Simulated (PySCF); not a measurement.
# CH3F3GeS: the cost of one run

Computed with PySCF 2.14.0, with density-fitted response routines of our own, on a single molecule in the gas phase. Atoms are numbered from 0 throughout.

### Step 1. The starting structure

9 atoms, charge 0, multiplicity 1; geometry from: GFN2-xTB. The atoms were then displaced at random by about 0.01 Å, so the start is not that level's minimum.

Bonds of the start (Å): F0–C1 1.37, C1–F2 1.34, C1–F3 1.31, C1–Ge4 2.02, Ge4–S5 2.19, Ge4–H6 1.50, Ge4–H7 1.51, S5–H8 1.32.

### Step 2. Geometry optimisation at PBE0-D3(BJ)/def2-SVP

What the job is given:

```
{"job": {"xc": "PBE0", "basis": "def2-SVP", "d3": "d3bj", "grid": 1, "shake": 0.01, "kind": "geom"}, "charge": 0, "multiplicity": 1}
F     -0.698480    -1.602830    -0.662880
C     -1.045090    -0.493260     0.061420
F     -1.351260    -0.929230     1.288400
F     -2.139920     0.002160    -0.462830
Ge     0.441870     0.880790     0.050450
S      2.359690    -0.157320     0.210790
H      0.271550     1.664240    -1.220060
H      0.243290     1.782670     1.246050
H      1.976160    -1.164370    -0.545070
```

Run with:

```
$ OMP_NUM_THREADS=1 python probes_run.py task.json out
```

One launch serves the whole session: the jobs run in the order shown.

**Question.** How long does this first job take on 1 thread of Arm Neoverse V1, shared host, and how much memory does it need?

About 73 s, with a peak of 0.51 GiB.
